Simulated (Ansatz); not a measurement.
Y3Mg: equation of state with PBE

Crystal: Y3Mg.

```xyz
4
Lattice="4.9459 0.0000 0.0000 0.0000 4.9459 0.0000 0.0000 0.0000 4.9459" Properties=species:S:1:pos:R:3 pbc="T T T"
Y     0.0000    2.4730    2.4730
Y     2.4730    0.0000    2.4730
Y     2.4730    2.4730    0.0000
Mg    0.0000    0.0000    0.0000
```

The cell comes from a database or a generator and needn't be the stable form of this composition.

```yaml
Program: Ansatz 0.2.0
Task: equation of state
Functional: PBE
Potentials_or_basis: Ansatz PAW
Cutoff: 420 eV
Density_cutoff: 1680 eV
k_mesh: 6 × 6 × 6
Occupations: fermi-dirac, width 0.05 eV
Spin: no spin polarisation
```

```json
{
  "Equilibrium volume": "30.17 Å³/atom",
  "Bulk modulus": "38 GPa",
  "Pressure derivative of the bulk modulus": "3.1"
}
```

Energy against volume, from the lowest point:
| volume (Å³/atom) | energy (meV/atom) |
| --- | --- |
| 28.432 | 12.88 |
| 29.037 | 5.30 |
| 29.642 | 1.09 |
| 30.247 | 0.00 |
| 30.852 | 1.77 |
| 31.457 | 6.17 |
| 32.061 | 13.00 |

All runs of the series together: 14 s on 2 threads of Arm Neoverse V1, with other jobs on the host.
